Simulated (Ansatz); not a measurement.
# Al5Ga2As2: the cost of one run

Computed with Ansatz 0.2.0 (DFT PBE, scalar-relativistic, plane waves, PAW, unless a step's input says otherwise).

3 further runs of the same task are left out: 3 set aside as unsound or not needed.

## (1) The starting structure

The structure is cubic, space group F-43m (No. 216). Conventional cell: a = 5.745 Å, b = 5.745 Å, c = 5.745 Å, α = 90.00°, β = 90.00°, γ = 90.00°. Around Ga (site symmetry -43m) lie 4 As at 2.49 Å. As (site symmetry -43m) is surrounded by 4 Ga at 2.49 Å.

As a file:

```cif
data_structure
_symmetry_space_group_name_H-M 'F-43m'
_symmetry_Int_Tables_number 216
_cell_length_a 5.7454
_cell_length_b 5.7454
_cell_length_c 5.7454
_cell_angle_alpha 90.000
_cell_angle_beta 90.000
_cell_angle_gamma 90.000
_cell_volume 189.65
loop_
_atom_site_label
_atom_site_type_symbol
_atom_site_symmetry_multiplicity
_atom_site_Wyckoff_symbol
_atom_site_fract_x
_atom_site_fract_y
_atom_site_fract_z
_atom_site_occupancy
Ga1 Ga 4 a 0.00000 0.00000 0.00000 1
As1 As 4 c 0.25000 0.25000 0.25000 1
```

This cell was relaxed beforehand with the same method: volume 23.71 Å³/atom, gap on the mesh 0.16 eV.

## (2) The interface cell

10 atoms of Al (110) lie on 8 atoms of GaAs (110), with vacuum above and below. The planes that meet are GaAs and Al. The film is shifted by (0.5, 0.5) of the plane's vectors.

The stack as built. Layers, bottom to top:

```tsv
plane	atoms per cell	height over the lowest (Å)
1	GaAs	0.00
2	GaAs	2.03
3	GaAs	4.06
4	GaAs	6.09
5	Al2	8.13
6	Al2	9.55
7	Al2	10.97
8	Al2	12.39
9	Al2	13.80
```

## (3) Relaxing the stack

File input.yaml:

```yaml
crystal:
  lattice:
    - [4.0626003623, 0.0, 0.0]
    - [0.0, 5.7453845309, 0.0]
    - [0.0, 0.0, 28.803816788]
  atoms:
    - { symbol: Ga, position: [0.5, 0.5, 0.2603821589] }
    - { symbol: As, position: [0.0, 0.75, 0.2603821589] }
    - { symbol: Ga, position: [0.0, 0.0, 0.3309040691] }
    - { symbol: As, position: [0.5, 0.25, 0.3309040691] }
    - { symbol: Ga, position: [0.5, 0.5, 0.4014259793] }
    - { symbol: As, position: [0.0, 0.75, 0.4014259793] }
    - { symbol: Ga, position: [0.0, 0.0, 0.4719478895] }
    - { symbol: As, position: [0.5, 0.25, 0.4719478895] }
    - { symbol: Al, position: [0.0, 0.75, 0.5427718368] }
    - { symbol: Al, position: [0.0, 0.25, 0.5427718368] }
    - { symbol: Al, position: [0.5084358811, 1.1991e-06, 0.5919833378] }
    - { symbol: Al, position: [0.5084358811, 0.500001199, 0.5919833378] }
    - { symbol: Al, position: [0.0168717622, 0.2500023981, 0.6411948389] }
    - { symbol: Al, position: [0.0168717622, 0.7500023981, 0.6411948389] }
    - { symbol: Al, position: [0.5253076434, 0.5000035972, 0.69040634] }
    - { symbol: Al, position: [0.5253076434, 3.5971e-06, 0.69040634] }
    - { symbol: Al, position: [0.0337435245, 0.7500047962, 0.7396178411] }
    - { symbol: Al, position: [0.0337435245, 0.2500047962, 0.7396178411] }
basis:
  ecutwfc: 420
kpoints:
  mp_grid: { grid: [9, 6, 1] }
hamiltonian:
  xc: pbe
scf:
  occupations: { method: gaussian, width: 0.1 }
output:
  forces: true
  eigenvalues: true
  populations: true
  write_density: true
  write_potential: true
  elf: true
  volumetric_format: npy
relax:
  adjacent_minimum: "off"
  f_tol: 0.03
  max_steps: 70
efield:
  axis: 3
  dipole_correction: true
  ramp_width: 0.04
```

The run is started by

```sh
$ ansatz run input.yaml --threads 4 --pin off --max-ram 10240MiB --backend cpu --events-out ev --progress --plain --runs-dir out
```

**Question.** How long does this run take on 4 threads of Intel Xeon at 2.70GHz, shared host, and how much memory does it need?

About 6 min, with a peak of 2.4 GiB.
